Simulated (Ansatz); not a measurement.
# AlClFHO: the cost of one run

All numbers below are computed with Ansatz 0.2.0 (RKS revPBE-D4/def2-SVP).

**1. Starting point**

Bond lengths: Al1–Cl2 2.230 Å, Al1–O3 1.780 Å, O3–H4 1.010 Å, Al1–F5 1.690 Å. Angles: Cl2–Al1–O3 120.0°, Cl2–Al1–F5 120.0°, O3–Al1–F5 120.0°, Al1–O3–H4 109.5°.

As a file:

```xyz
5

Al    0.0000    0.0000    0.0000
Cl    0.0000    0.0000    2.2300
O     1.5415    0.0000   -0.8900
H     1.8414   -0.9519   -1.0449
F    -1.4635    0.0000   -0.8450
```

**2. Preparing the start**

input.yaml reads:

```yaml
crystal:
  periodic: [false, false, false]
  atoms:
    - { symbol: Al, position_ang: [0.0, 0.0, 0.0] }
    - { symbol: Cl, position_ang: [0.0, 0.0, 2.23] }
    - { symbol: O, position_ang: [1.5415, 0.0, -0.89] }
    - { symbol: H, position_ang: [1.8414, -0.9519, -1.0449] }
    - { symbol: F, position_ang: [-1.4635, 0.0, -0.845] }
basis:
  gaussian: { orbitals: def2-SVP }
hamiltonian:
  xc: revpbe
  dispersion: d4
relax:
  f_tol: 0.02
  max_steps: 40
output:
  orbitals: {}
```

The run is started by

```bash
ansatz run input.yaml --threads 1 --pin off --max-ram 2048MiB --backend cpu --events-out ev --progress --plain --runs-dir out
```

Q: Estimate wall time and peak memory on 1 thread of AMD EPYC 7B13 (Zen 3), shared host.

About 19 s, with a peak of 0.17 GiB.
